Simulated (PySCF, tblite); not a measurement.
**C4H5Cl2FSi: geometry, infrared bands and NMR shifts**

What infrared bands and NMR shifts should C4H5Cl2FSi (`F[Si@H](Cl)C1=C(Cl)CC1`) show?

The runs use tblite 0.8.0 and PySCF 2.14.0, with density-fitted response routines of our own; the level of theory stands in each step. All values are computed, except where a source is named. Atoms count from 0, in the outputs and in this text.

## 1. Starting geometry

13 atoms, charge 0, multiplicity 1; geometry from: force field or distance geometry start.

Bonds of the start (Å): F0–Si1 1.68, Si1–Cl2 2.11, Si1–C3 1.85, C3–C4 1.31, C4–Cl5 1.77, C4–C6 1.46, C6–C7 1.48, C7–C3 1.47, Si1–H8 1.46, C6–H9 1.11, C6–H10 1.13, C7–H11 1.12, C7–H12 1.12.

## 2. Relaxing the molecule with GFN2-xTB

Job settings and geometry (Å):

```
{"job": {"kind": "relax", "xc": "GFN2-xTB", "basis": "xTB"}, "charge": 0, "multiplicity": 1}
F      2.353600    -1.613800    -0.996400
Si     2.027900    -0.063900    -0.427300
Cl     3.170400     0.200700     1.323300
C      0.213200     0.078400    -0.081600
C     -0.596000     1.042500     0.266500
Cl    -0.387900     2.777700     0.560000
C     -1.774300     0.185900     0.292000
C     -0.857700    -0.921600    -0.076700
H      2.379500     0.925400    -1.437100
H     -2.601500     0.417400    -0.404900
H     -2.135400     0.077400     1.359200
H     -1.008100    -1.370300    -1.090200
H     -0.788100    -1.735400     0.695500
```

Command:

```sh
$ OMP_NUM_THREADS=1 python probes_run.py task.json out
```

One launch serves the whole session: the jobs run in the order shown.

**Question.** This job is followed by: GFN2-xTB harmonic vibrations, gas phase; GIAO PBE0/pcSseg-1 NMR shielding, non-relativistic, gas phase. Predict these results of the whole session: strongest single infrared mode (GFN2-xTB); zero-point energy (GFN2-xTB); 13C shifts against TMS (PBE0/pcSseg-1); 1H shifts against TMS (PBE0/pcSseg-1); 19F shifts against CFCl3 (PBE0/pcSseg-1); 29Si shifts against TMS (PBE0/pcSseg-1); 35Cl shifts against HCl (PBE0/pcSseg-1); surface potential, 1st and 99th percentile.

The runs gave:

| quantity | value |
| --- | --- |
| strongest single infrared mode (GFN2-xTB) | 640 cm⁻¹, 358 km/mol |
| zero-point energy (GFN2-xTB) | 50.0 kcal/mol |
| 13C shifts against TMS (PBE0/pcSseg-1) | 161.4, 149.7, 41.5, 29.3 ppm |
| 1H shifts against TMS (PBE0/pcSseg-1) | 5.58, 2.88, 2.86, 2.63, 2.58 ppm |
| 19F shifts against CFCl3 (PBE0/pcSseg-1) | -170.5 ppm |
| 29Si shifts against TMS (PBE0/pcSseg-1) | -11.8 ppm |
| 35Cl shifts against HCl (PBE0/pcSseg-1) | 279, 64 ppm |
| surface potential, 1st and 99th percentile | -0.95 V and 1.27 V |

What this shows: Over 37 steps the energy fell by 0.530 eV; of the close pairs, Si1–Cl2 changed most, 2.107 to 2.003 Å. All 33 modes are real, so the xTB geometry is a minimum. The strongest single mode, at 640 cm⁻¹, moves mainly H8. GFN2-xTB is a fitted tight-binding method: band positions and strengths are rough. Its intensities can rank the bands wrongly. At PBE0/pcSseg-1: Shielding is most anisotropic at Cl5 (span 529 ppm, paramagnetic term -476 ppm). At PBE0/pcSseg-1, counted by nearest atom on the grid, the HOMO lies on C3 36 %; Cl5 23 %, the LUMO on C3, C4 about 31 % each; Si1 10 %.
